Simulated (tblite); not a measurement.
# C5H5BF2O2: the cost of one run

The runs use tblite 0.8.0 and PySCF 2.14.0, with density-fitted response routines of our own; the level of theory stands in each step. All values are computed, except where a source is named. Atoms are numbered from 0 throughout.

## 1. The starting structure

15 atoms, charge 0, multiplicity 1; geometry from: force field or distance geometry start.

Bonds of the start (Å): C0–C1 1.52, C1–C2 1.34, C2–C3 1.49, C3–O4 1.26, C3–C5 1.47, C5–O6 1.26, C1–B7 1.59, B7–F8 1.44, B7–F9 1.45, C0–H10 1.11, C0–H11 1.11, C0–H12 1.11, C2–H13 1.08, C5–H14 1.08.

## 2. Optimising the geometry with GFN2-xTB

What the job is given:

```
{"job": {"kind": "relax", "xc": "GFN2-xTB", "basis": "xTB"}, "charge": 0, "multiplicity": 1}
C      2.184400    -0.412000     0.537400
C      0.797300     0.209100     0.485900
C     -0.246600    -0.591800     0.228500
C     -1.678800    -0.168100     0.245600
O     -2.068800     0.729100     1.045100
C     -2.680000    -0.872600    -0.572000
O     -2.333500    -1.785800    -1.366500
B      0.721800     1.786700     0.623000
F      1.894400     2.526100     1.011500
F     -0.392900     2.510400     0.042300
H      2.637300    -0.349500    -0.470000
H      2.128500    -1.478500     0.851200
H      2.818800     0.121400     1.278900
H     -0.064800    -1.632800    -0.003900
H     -3.721500    -0.583600    -0.498500
```

Launch:

```sh
> OMP_NUM_THREADS=1 python probes_run.py task.json out
```

The driver reads the jobs from task.json and runs them one after another.

**Question.** How long does this first job take on 1 thread of Intel Xeon at 2.50GHz, shared host, and how much memory does it need?

About 2 s, with a peak of 0.18 GiB.
